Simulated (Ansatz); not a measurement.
# Ge: the cost of one run

Computed with Ansatz 0.2.0 (DFT r2SCAN, scalar-relativistic, plane waves, PAW, unless a step's input says otherwise).

### Step 1. Starting point

The structure is orthorhombic, space group Imma (No. 74). Conventional cell: a = 4.992 Å, b = 5.302 Å, c = 2.874 Å, α = 90.00°, β = 90.00°, γ = 90.00°. Ge (site symmetry mm2) has 6 Ge at 2.68 to 2.87 Å as nearest neighbours.

Structure file:

```cif
data_structure
_symmetry_space_group_name_H-M 'Imma'
_symmetry_Int_Tables_number 74
_cell_length_a 4.9918
_cell_length_b 5.3017
_cell_length_c 2.8739
_cell_angle_alpha 90.000
_cell_angle_beta 90.000
_cell_angle_gamma 90.000
_cell_volume 76.06
loop_
_atom_site_label
_atom_site_type_symbol
_atom_site_symmetry_multiplicity
_atom_site_Wyckoff_symbol
_atom_site_fract_x
_atom_site_fract_y
_atom_site_fract_z
_atom_site_occupancy
Ge1 Ge 4 e 0.00000 0.75000 0.93594 1
```

Source of the structure: the Materials Project (structure only).

### Step 2. Quick check of gap, pressure and forces

File input.yaml:

```yaml
crystal:
  lattice:
    - [-2.495898, 2.650863, 1.436947]
    - [2.495898, -2.650863, 1.436947]
    - [2.495898, 2.650863, -1.436947]
  atoms:
    - { symbol: Ge, position: [0.185943, 0.935943, 0.25] }
    - { symbol: Ge, position: [0.814057, 0.064057, 0.75] }
basis:
  ecutwfc: 500
kpoints:
  mp_grid: { grid: [8, 8, 8] }
hamiltonian:
  xc: r2scan
scf:
  occupations: { method: gaussian, width: 0.1 }
output:
  forces: true
  stress: true
  eigenvalues: true
```

What time and memory should one allow on 1 thread of an x86-64 CPU, shared host?

About 2.5 s, with a peak of 0.52 GiB.
